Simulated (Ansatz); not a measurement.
# CH5AlNP (SMILES N#P.[CH3][AlH2]): a chain of runs

We compute a series of 40 runs (CCSD(T)/def2-TZVP, MP2/def2-TZVP, BHLYP-D3(BJ)-ATM/def2-TZVP, SVWN5/def2-TZVP, PBE-rVV10/def2-TZVP, RPBE-D3(BJ)/def2-TZVP, BLYP-D3(BJ)-ATM/def2-TZVP, wB97X-V/def2-TZVP) of CH5AlNP and its partners. 

Program for the calculation: Ansatz 0.2.0.

## Step 1: The structure to begin with

CH5AlNP has 9 atoms, charge 0, and is taken as a singlet. SMILES: `N#P.[CH3][AlH2]`. Geometry: a GFN2-xTB relaxation, a rough one for these elements and not checked as a minimum.

Bond lengths: N1–P2 1.471 Å, N1–Al4 1.904 Å, C3–Al4 2.017 Å, C3–H5 1.097 Å, C3–H6 1.095 Å, C3–H7 1.093 Å, Al4–H8 1.576 Å, Al4–H9 1.554 Å. Some angles: P2–N1–Al4 155.1°, N1–Al4–C3 97.8°, N1–Al4–H8 93.1°, N1–Al4–H9 108.3°, C3–Al4–H8 117.9°, C3–Al4–H9 118.7°, Al4–C3–H5 106.4°, Al4–C3–H6 112.9°, Al4–C3–H7 117.0°, H8–Al4–H9 114.8°.

## Step 2: A single-point energy at CCSD(T)/def2-TZVP (run 1)

in.yaml

```yaml
crystal:
  periodic: [false, false, false]
  atoms:
    - {symbol: N, position_ang: [-1.214360, 0.165260, -1.295660]}
    - {symbol: P, position_ang: [-2.223480, 1.185510, -1.617520]}
    - {symbol: C, position_ang: [0.269930, 0.071800, 1.258650]}
    - {symbol: Al, position_ang: [0.474670, -0.459790, -0.676410]}
    - {symbol: H, position_ang: [1.053830, -0.460820, 1.810560]}
    - {symbol: H, position_ang: [0.441400, 1.140390, 1.427980]}
    - {symbol: H, position_ang: [-0.675640, -0.181060, 1.746160]}
    - {symbol: H, position_ang: [1.277390, 0.507670, -1.626170]}
    - {symbol: H, position_ang: [0.596250, -1.968970, -1.027590]}
basis:
  gaussian: {orbitals: def2-TZVP}
correlation: {method: ccsd_t, frozen_orbitals: {Al: 5, C: 1, H: 0, "N": 1, P: 5}}
scf: {omitted_lower_state_checks: [cluster_reference, increment]}
```

The run is started by

```sh
ansatz run in.yaml --threads 1 --pin off --max-ram 2610MiB --events-out events.jsonl --progress --plain --runs-dir runs
```

The program printed (excerpt; [...] marks lines left out):

```text
Warning: RAYON_NUM_THREADS=1 ignored (pool sized by the plan → 1); use --threads N
Functional definition: HF
  name "HF"
[...]
1082 factors; integrals over basis functions are off by at most 1.2e-3 eV
[...]
mean field -18446.52732505 eV, -677.8973756902 hartree, gradient 3.5e-6 eV, S^2 0.000000; 0 other end points of the search recorded, 0 dependent functions left out; unrestricted orbitals would lower it
12 core orbitals not correlated: weight in the atoms' cores, before any rotation towards them, 1.000 or more for the frozen orbitals, at most 0.000 for the correlated occupied ones
reference -18446.52732505 eV, -677.8973756902 hartree; 11, 11 occupied and 143, 143 virtual orbitals, 1082 factors
second order -16.50634640 eV of doubles, -0.00000000 eV of singles
cycle   1  -16.61122293 eV  change   -1.0e-1 eV  update   1.3e-1
[...]
cycle  12  -17.41631354 eV  change   -1.5e-5 eV  update   8.3e-6
perturbative correction -0.87411580 eV, -0.0321231632 hartree
Total energy: -18464.81775439 eV, -678.5695365708 hartree
Checks for a lower state left out: cluster_reference, increment
```

Wall time 72 s (1 thread of Intel Xeon at 2.50GHz (Skylake/Cascade Lake), shared host); peak memory 1.3 GiB.

## Step 3: PN: a single-point energy at CCSD(T)/def2-TZVP (run 2)

in.yaml

```yaml
crystal:
  periodic: [false, false, false]
  atoms:
    - {symbol: N, position_ang: [-1.214360, 0.165260, -1.295660]}
    - {symbol: P, position_ang: [-2.223480, 1.185510, -1.617520]}
basis:
  gaussian: {orbitals: def2-TZVP}
scf: {omitted_lower_state_checks: [cluster_reference, increment]}
correlation: {method: ccsd_t, frozen_orbitals: {"N": 1, P: 5}}
```

The run is started by

```sh
ansatz run in.yaml --threads 1 --pin off --max-ram 2610MiB --events-out events.jsonl --progress --plain --runs-dir runs
```

The program printed (excerpt; [...] marks lines left out):

```text
Warning: RAYON_NUM_THREADS=1 ignored (pool sized by the plan → 1); use --threads N
[... 2 set-up lines as earlier in the session ...]
[...]
412 factors; integrals over basis functions are off by at most 1.1e-3 eV
[...]
mean field -10753.30643740 eV, -395.1767227214 hartree, gradient 2.0e-6 eV, S^2 0.000000; 0 other end points of the search recorded, 0 dependent functions left out; unrestricted orbitals would lower it
6 core orbitals not correlated: weight in the atoms' cores, before any rotation towards them, 1.000 or more for the frozen orbitals, at most 0.000 for the correlated occupied ones
reference -10753.30643740 eV, -395.1767227214 hartree; 5, 5 occupied and 57, 57 virtual orbitals, 412 factors
second order -9.30744181 eV of doubles, -0.00000000 eV of singles
cycle   1  -8.78235465 eV  change    5.3e-1 eV  update   1.2e-1
[...]
cycle  10  -9.32740710 eV  change    1.0e-5 eV  update   3.5e-6
perturbative correction -0.60966082 eV, -0.0224046219 hartree
Total energy: -10763.24350531 eV, -395.5419032317 hartree
Checks for a lower state left out: cluster_reference, increment
```

Wall time 1.5 s (1 thread of Intel Xeon at 2.50GHz (Skylake/Cascade Lake), shared host); peak memory 0.14 GiB.

Runs 3 to 38 aren't shown in full; the table further down has their settings and results.

## Step 4: CH5Al: the energy at wB97X-V/def2-TZVP (run 39)

molecule.yaml

```yaml
crystal:
  periodic: [false, false, false]
  atoms:
    - {symbol: C, position_ang: [0.269930, 0.071800, 1.258650]}
    - {symbol: Al, position_ang: [0.474670, -0.459790, -0.676410]}
    - {symbol: H, position_ang: [1.053830, -0.460820, 1.810560]}
    - {symbol: H, position_ang: [0.441400, 1.140390, 1.427980]}
    - {symbol: H, position_ang: [-0.675640, -0.181060, 1.746160]}
    - {symbol: H, position_ang: [1.277390, 0.507670, -1.626170]}
    - {symbol: H, position_ang: [0.596250, -1.968970, -1.027590]}
basis:
  gaussian:
    orbitals: def2-TZVP
hamiltonian:
  xc: {name: wB97X-V}
```

The run is started by

```sh
ansatz run molecule.yaml --threads 1 --pin off --max-ram 2610MiB --events-out events.jsonl --progress --plain --runs-dir runs
```

The program printed (excerpt; [...] marks lines left out):

```text
Warning: RAYON_NUM_THREADS=1 ignored (pool sized by the plan → 1); use --threads N
Functional definition: wB97X-V
  name "wB97X-V"
[...]
      + integral(e_c_pw_opposite_spin*poly(b97_u_opposite, cos0, cos1)) + vv10(b, c)
659 factors; their error is unknown
207 factors; integrals over basis functions are off by at most 1.6e-5 eV
[...]
mean field -7714.03687790 eV, -283.4856265007 hartree, gradient 2.8e-5 eV, S^2 0.000000; 0 other end points of the search recorded, 0 dependent functions left out
reference -7714.03687583 eV, -283.4856264247 hartree; 12, 12 occupied and 86, 86 virtual orbitals, 659 factors
Total energy: -7714.03687583 eV, -283.4856264247 hartree
```

Run time: 10 s. Hardware: 1 thread of Intel Xeon at 2.50GHz (Skylake/Cascade Lake), shared host; peak memory 0.19 GiB.

## Step 5: CH5Al among ghost functions: the energy at wB97X-V/def2-TZVP (with ghost functions) (run 40)

in.yaml

```yaml
crystal:
  periodic: [false, false, false]
  atoms:
    - {symbol: C, position_ang: [0.269930, 0.071800, 1.258650]}
    - {symbol: Al, position_ang: [0.474670, -0.459790, -0.676410]}
    - {symbol: H, position_ang: [1.053830, -0.460820, 1.810560]}
    - {symbol: H, position_ang: [0.441400, 1.140390, 1.427980]}
    - {symbol: H, position_ang: [-0.675640, -0.181060, 1.746160]}
    - {symbol: H, position_ang: [1.277390, 0.507670, -1.626170]}
    - {symbol: H, position_ang: [0.596250, -1.968970, -1.027590]}
basis:
  gaussian:
    orbitals: def2-TZVP
    ghost_atoms: [{symbol: N, position_ang: [-1.214360, 0.165260, -1.295660]}, {symbol: P, position_ang: [-2.223480, 1.185510, -1.617520]}]
hamiltonian: {xc: {name: wB97X-V}}
```

The run is started by

```sh
ansatz run in.yaml --threads 1 --pin off --max-ram 2610MiB --events-out events.jsonl --progress --plain --runs-dir runs
```

The program printed (excerpt; [...] marks lines left out):

```text
Warning: RAYON_NUM_THREADS=1 ignored (pool sized by the plan → 1); use --threads N
[... 2 set-up lines as earlier in the session ...]
[...]
      + integral(e_c_pw_opposite_spin*poly(b97_u_opposite, cos0, cos1)) + vv10(b, c)
1061 factors; their error is unknown
272 factors; integrals over basis functions are off by at most 3.9e-5 eV
[...]
mean field -7714.04186510 eV, -283.4858097769 hartree, gradient 2.8e-5 eV, S^2 0.000000; 0 other end points of the search recorded, 0 dependent functions left out
reference -7714.04186294 eV, -283.4858096977 hartree; 12, 12 occupied and 154, 154 virtual orbitals, 1061 factors
Total energy: -7714.04186294 eV, -283.4858096977 hartree
```

It took 23 s on 1 thread of Intel Xeon at 2.50GHz (Skylake/Cascade Lake), shared host; peak memory 0.33 GiB.

## Step 6: Overview of the runs

| run | level | frozen core orbitals | fragment atoms | partner | energy (Eh) | wall time |
| --- | --- | --- | --- | --- | --- | --- |
| 1 | CCSD(T)/def2-TZVP | 12 | – | base | -678.569537 | 72 s |
| 2 | CCSD(T)/def2-TZVP | 6 | (1, 2) | fragment | -395.541903 | 1.5 s |
| 3 | CCSD(T)/def2-TZVP (with ghost functions) | 6 | (1, 2) | fragment with ghosts | -395.544166 | 31 s |
| 4 | CCSD(T)/def2-TZVP | 6 | (3, 4, 5, 6, 7, 8, 9) | fragment | -282.994835 | 6.3 s |
| 5 | CCSD(T)/def2-TZVP (with ghost functions) | 6 | (3, 4, 5, 6, 7, 8, 9) | fragment with ghosts | -282.995580 | 36 s |
| 6 | MP2/def2-TZVP | 12 | – | base | -678.503973 | 7.8 s |
| 7 | MP2/def2-TZVP | 6 | (1, 2) | fragment | -395.518765 | 0.74 s |
| 8 | MP2/def2-TZVP (with ghost functions) | 6 | (1, 2) | fragment with ghosts | -395.521171 | 6.9 s |
| 9 | MP2/def2-TZVP | 6 | (3, 4, 5, 6, 7, 8, 9) | fragment | -282.951154 | 1.4 s |
| 10 | MP2/def2-TZVP (with ghost functions) | 6 | (3, 4, 5, 6, 7, 8, 9) | fragment with ghosts | -282.951853 | 4.8 s |
| 11 | BHLYP-D3(BJ)-ATM/def2-TZVP | – | – | base | -679.614906 | 8.1 s |
| 12 | BHLYP-D3(BJ)-ATM/def2-TZVP | – | (1, 2) | fragment | -396.059094 | 1.1 s |
| 13 | BHLYP-D3(BJ)-ATM/def2-TZVP (with ghost functions) | – | (1, 2) | fragment with ghosts | -396.059856 | 5.7 s |
| 14 | BHLYP-D3(BJ)-ATM/def2-TZVP | – | (3, 4, 5, 6, 7, 8, 9) | fragment | -283.517162 | 2.5 s |
| 15 | BHLYP-D3(BJ)-ATM/def2-TZVP (with ghost functions) | – | (3, 4, 5, 6, 7, 8, 9) | fragment with ghosts | -283.517305 | 6.9 s |
| 16 | SVWN5/def2-TZVP | – | – | base | -676.528534 | 3.9 s |
| 17 | SVWN5/def2-TZVP | – | (1, 2) | fragment | -394.405833 | 0.63 s |
| 18 | SVWN5/def2-TZVP (with ghost functions) | – | (1, 2) | fragment with ghosts | -394.406908 | 2.8 s |
| 19 | SVWN5/def2-TZVP | – | (3, 4, 5, 6, 7, 8, 9) | fragment | -282.068749 | 1.3 s |
| 20 | SVWN5/def2-TZVP (with ghost functions) | – | (3, 4, 5, 6, 7, 8, 9) | fragment with ghosts | -282.069005 | 3.3 s |
| 21 | PBE-rVV10/def2-TZVP | – | – | base | refused | 0.04 s |
| 22 | PBE-rVV10/def2-TZVP | – | (1, 2) | fragment | refused | 0.02 s |
| 23 | PBE-rVV10/def2-TZVP (with ghost functions) | – | (1, 2) | fragment with ghosts | refused | 0.02 s |
| 24 | PBE-rVV10/def2-TZVP | – | (3, 4, 5, 6, 7, 8, 9) | fragment | refused | 0.02 s |
| 25 | PBE-rVV10/def2-TZVP (with ghost functions) | – | (3, 4, 5, 6, 7, 8, 9) | fragment with ghosts | refused | 0.02 s |
| 26 | RPBE-D3(BJ)/def2-TZVP | – | – | base | -679.666402 | 6 s |
| 27 | RPBE-D3(BJ)/def2-TZVP | – | (1, 2) | fragment | -396.080600 | 0.78 s |
| 28 | RPBE-D3(BJ)/def2-TZVP (with ghost functions) | – | (1, 2) | fragment with ghosts | -396.081883 | 4.8 s |
| 29 | RPBE-D3(BJ)/def2-TZVP | – | (3, 4, 5, 6, 7, 8, 9) | fragment | -283.540500 | 2.7 s |
| 30 | RPBE-D3(BJ)/def2-TZVP (with ghost functions) | – | (3, 4, 5, 6, 7, 8, 9) | fragment with ghosts | -283.540701 | 5.7 s |
| 31 | BLYP-D3(BJ)-ATM/def2-TZVP | – | – | base | -679.661718 | 6.6 s |
| 32 | BLYP-D3(BJ)-ATM/def2-TZVP | – | (1, 2) | fragment | -396.103574 | 0.76 s |
| 33 | BLYP-D3(BJ)-ATM/def2-TZVP (with ghost functions) | – | (1, 2) | fragment with ghosts | -396.104777 | 7.2 s |
| 34 | BLYP-D3(BJ)-ATM/def2-TZVP | – | (3, 4, 5, 6, 7, 8, 9) | fragment | -283.518458 | 2.5 s |
| 35 | BLYP-D3(BJ)-ATM/def2-TZVP (with ghost functions) | – | (3, 4, 5, 6, 7, 8, 9) | fragment with ghosts | -283.518691 | 5.4 s |
| 36 | wB97X-V/def2-TZVP | – | – | base | -679.538236 | 24 s |
| 37 | wB97X-V/def2-TZVP | – | (1, 2) | fragment | -396.018149 | 2.6 s |
| 38 | wB97X-V/def2-TZVP (with ghost functions) | – | (1, 2) | fragment with ghosts | -396.019071 | 17 s |
| 39 | wB97X-V/def2-TZVP | – | (3, 4, 5, 6, 7, 8, 9) | fragment | -283.485626 | 10 s |
| 40 | wB97X-V/def2-TZVP (with ghost functions) | – | (3, 4, 5, 6, 7, 8, 9) | fragment with ghosts | -283.485810 | 23 s |

## Step 7: What came out

| quantity | value |
| --- | --- |
| CH5Al among ghost functions, run 40: total energy | -283.48581 Eh |
| interaction energy of the rigid parts PN and CH5Al (parts in the whole basis, counterpoise; closest atoms 1.90 Å apart), CCSD(T)/def2-TZVP | -0.811 eV |
| interaction energy of the rigid parts PN and CH5Al (parts in the whole basis, counterpoise; closest atoms 1.90 Å apart), BHLYP-D3(BJ)-ATM/def2-TZVP | -1.027 eV |
| interaction energy of the rigid parts PN and CH5Al (parts in their own basis; closest atoms 1.90 Å apart), BHLYP-D3(BJ)-ATM/def2-TZVP | -1.052 eV |
| interaction energy of the rigid parts PN and CH5Al (parts in the whole basis, counterpoise; closest atoms 1.90 Å apart), SVWN5/def2-TZVP | -1.432 eV |
| interaction energy of the rigid parts PN and CH5Al (parts in the whole basis, counterpoise; closest atoms 1.90 Å apart), BLYP-D3(BJ)-ATM/def2-TZVP | -1.041 eV |
| interaction energy of the rigid parts PN and CH5Al (parts in their own basis; closest atoms 1.90 Å apart), BLYP-D3(BJ)-ATM/def2-TZVP | -1.080 eV |
| interaction energy of the rigid parts PN and CH5Al (parts in the whole basis, counterpoise; closest atoms 1.90 Å apart), wB97X-V/def2-TZVP | -0.908 eV |
| interaction energy of the rigid parts PN and CH5Al (parts in their own basis; closest atoms 1.90 Å apart), wB97X-V/def2-TZVP | -0.938 eV |

In words: At CCSD(T)/def2-TZVP: the interaction energy of the rigid parts PN and CH5Al (parts in the whole basis, counterpoise; closest atoms 1.90 Å apart) is −0.81 eV (−78.2 kJ/mol): the parts attract. At BHLYP-D3(BJ)-ATM/def2-TZVP: the interaction energy of the rigid parts PN and CH5Al (parts in the whole basis, counterpoise; closest atoms 1.90 Å apart) is −1.03 eV (−24 kcal/mol): the parts attract. The basis-set superposition error is 2.4 kJ/mol. At BHLYP-D3(BJ)-ATM/def2-TZVP: the interaction energy of the rigid parts PN and CH5Al (parts in their own basis; closest atoms 1.90 Å apart) is −1.05 eV (−101 kJ/mol): the parts attract. Without counterpoise this holds the superposition error of the basis. At SVWN5/def2-TZVP: the interaction energy of the rigid parts PN and CH5Al (parts in the whole basis, counterpoise; closest atoms 1.90 Å apart) is −1.43 eV (−138 kJ/mol): the parts attract. At BLYP-D3(BJ)-ATM/def2-TZVP: the interaction energy of the rigid parts PN and CH5Al (parts in the whole basis, counterpoise; closest atoms 1.90 Å apart) is −1.04 eV (−24 kcal/mol): the parts attract. Totals of different functionals can't be ranked against each other. In runs 1, 2, 3, 6, 7, 8 the log says that unrestricted orbitals would lower the reference, so the values rest on an unstable closed-shell determinant (other closed-shell runs at this shape may share the fault). All runs together took 5.4 min, the longest 72 s. 5 of the 40 runs did not end normally.
